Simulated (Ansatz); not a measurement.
**BH2SCl (SMILES SBCl): B2PLYP/STO-3G**

What is the electronic atomisation energy of BH2SCl at B2PLYP/STO-3G? 

The calculation is run with Ansatz 0.2.0.

61 further runs of the same task are left out: 1 that didn't finish, 60 set aside as unsound or not needed.

### Step 1. The molecule

BH2SCl: 5 atoms, total charge 0, spin state singlet. SMILES: `SBCl`. The shape is that of a PBE0-D4/def2-TZVP optimisation. This is one conformer, not always the lowest.

Bond lengths: S1–B2 1.779 Å, B2–Cl3 1.745 Å, S1–H4 1.343 Å, B2–H5 1.189 Å. Angles: S1–B2–Cl3 118.6°, S1–B2–H5 122.1°, Cl3–B2–H5 119.3°, B2–S1–H4 96.0°.

### Step 2. A single-point energy at B2PLYP/STO-3G

The input, molecule.yaml:

```yaml
crystal:
  periodic: [false, false, false]
  atoms:
    - {symbol: S, position_ang: [-1.294500, -0.008800, -0.323500]}
    - {symbol: B, position_ang: [0.402900, -0.217800, 0.164700]}
    - {symbol: Cl, position_ang: [0.888700, -1.738900, 0.868900]}
    - {symbol: H, position_ang: [-1.157600, 1.248200, -0.777100]}
    - {symbol: H, position_ang: [1.210400, 0.643400, 0.025700]}
basis:
  gaussian:
    orbitals: STO-3G
total_charge: 0
hamiltonian:
  xc: {name: B2PLYP}
correlation:
  frozen_orbitals: {B: 1, Cl: 5, H: 0, S: 5}
accuracy: high
```

The run is started by

```bash
$ ansatz run molecule.yaml --threads 1 --pin off --max-ram 2610MiB --events-out events.jsonl --progress --plain --runs-dir runs
```

Output:

```text
Warning: RAYON_NUM_THREADS=1 ignored (pool sized by the plan → 1); use --threads N
Functional definition: B2PLYP
  name "B2PLYP"
  parameter a = 0.53
  parameter c = 0.27
  exchange = (1 - a)*b88_x + a*exact_x
  correlation = (1 - c)*lyp_c + c*(mp2_os + mp2_ss)
450 factors; integrals over basis functions are off by at most 2.0e-8 eV
mean field evaluation 1: about -23791.7153 eV, gradient 1.7e1 eV
mean field evaluation 2: about -23791.7199 eV, gradient 1.7e1 eV
mean field evaluation 4: about -23792.9344 eV, gradient 1.1e0 eV
mean field evaluation 8: about -23792.9391 eV, gradient 7.2e-3 eV
mean field evaluation 16: about -23792.9391 eV, gradient 1.8e-8 eV
mean field -23792.93907428 eV, -874.3743835466 hartree, gradient 1.8e-8 eV, S^2 0.000000; 0 other end points of the search recorded, 0 dependent functions left out
11 core orbitals not correlated: weight in the atoms' cores, before any rotation towards them, 1.000 or more for the frozen orbitals, at most 0.000 for the correlated occupied ones
reference -23792.93909202 eV, -874.3743841985 hartree; 9, 9 occupied and 5, 5 virtual orbitals, 450 factors
second order -2.81818840 eV of doubles, -0.00000000 eV of singles
Total energy: -23793.70000289 eV, -874.4023471572 hartree
```

It took 1.9 s on 1 thread of Arm Neoverse V1, shared host; peak memory 0.1 GiB.

### Step 3. The B atom, same level

The input, job.yaml:

```yaml
crystal:
  periodic: [false, false, false]
  atoms:
    - symbol: B
      position_ang: [0.000000, 0.000000, 0.000000]
basis:
  gaussian:
    orbitals: STO-3G
correlation:
  frozen_orbitals: {B: 1}
magnetization:
  spin_polarized: true
  initial_magnetization: 1
hamiltonian:
  xc: {name: B2PLYP}
accuracy: high
```

Run the same way, it converges to -24.24577 Eh (log not shown).

### Step 4. The Cl atom at the same level

The input, molecule.yaml:

```yaml
crystal:
  periodic: [false, false, false]
  atoms:
    - {symbol: Cl, position_ang: [0.000000, 0.000000, 0.000000]}
basis:
  gaussian:
    orbitals: STO-3G
accuracy: high
hamiltonian:
  xc: {name: B2PLYP}
correlation:
  frozen_orbitals: {Cl: 5}
magnetization:
  spin_polarized: true
  initial_magnetization: 1
```

Run the same way, it converges to -454.96851 Eh (log not shown).

### Step 5. The H atom at the same level

The input, job.yaml:

```yaml
crystal:
  periodic: [false, false, false]
  atoms:
    - {symbol: H, position_ang: [0.000000, 0.000000, 0.000000]}
basis:
  gaussian: {orbitals: STO-3G}
magnetization: {spin_polarized: true, initial_magnetization: 1}
hamiltonian: {xc: {name: B2PLYP}}
correlation: {frozen_orbitals: {H: 0}}
accuracy: high
```

The run is started by

```bash
$ ansatz run job.yaml --threads 1 --pin off --max-ram 2610MiB --events-out events.jsonl --progress --plain --runs-dir runs
```

Output:

```text
Warning: RAYON_NUM_THREADS=1 ignored (pool sized by the plan → 1); use --threads N
[... 6 set-up lines as earlier in the session ...]
1 factors; integrals over basis functions are off by at most 4.6e-10 eV
mean field evaluation 1: about -12.6472 eV, gradient 0.0e0 eV
mean field evaluation 2: about -12.6472 eV, gradient 0.0e0 eV
mean field -12.64721158 eV, -0.4647764528 hartree, gradient 0.0e0 eV, S^2 0.750000; 0 other end points of the search recorded, 0 dependent functions left out
reference -12.64722010 eV, -0.4647767659 hartree; 1, 0 occupied and 0, 1 virtual orbitals, 1 factors
second order 0.00000000 eV of doubles, 0.00000000 eV of singles
Total energy: -12.64722010 eV, -0.4647767659 hartree
```

Wall time 0.1 s (1 thread of Arm Neoverse V1, shared host).

### Step 6. The S atom

The input, molecule.yaml:

```yaml
crystal:
  periodic: [false, false, false]
  atoms:
    - symbol: S
      position_ang: [0.000000, 0.000000, 0.000000]
basis:
  gaussian: {orbitals: STO-3G}
magnetization: {spin_polarized: true, initial_magnetization: 2}
correlation: {frozen_orbitals: {S: 5}}
hamiltonian: {xc: {name: B2PLYP}}
accuracy: high
```

Run the same way, it converges to -393.52933 Eh (log not shown).

### Step 7. Outcome

At B2PLYP/STO-3G, 11 core orbitals frozen:

| quantity | value |
| --- | --- |
| molecule: total energy | -874.40235 Eh |
| B atom: total energy | -24.24577 Eh |
| B atom: ⟨S²⟩ | 0.750 |
| Cl atom: total energy | -454.96851 Eh |
| Cl atom: ⟨S²⟩ | 0.750 |
| H atom: total energy | -0.46478 Eh |
| H atom: ⟨S²⟩ | 0.750 |
| S atom: total energy | -393.52933 Eh |
| S atom: ⟨S²⟩ | 2.000 |
| electronic atomisation energy | 19.842 eV |

**Reading.** Taking the molecule apart into free atoms costs 19.84 eV (458 kcal/mol), before zero-point energy and without spin-orbit coupling. In a minimal basis such a difference can be off by several eV, whatever the method.
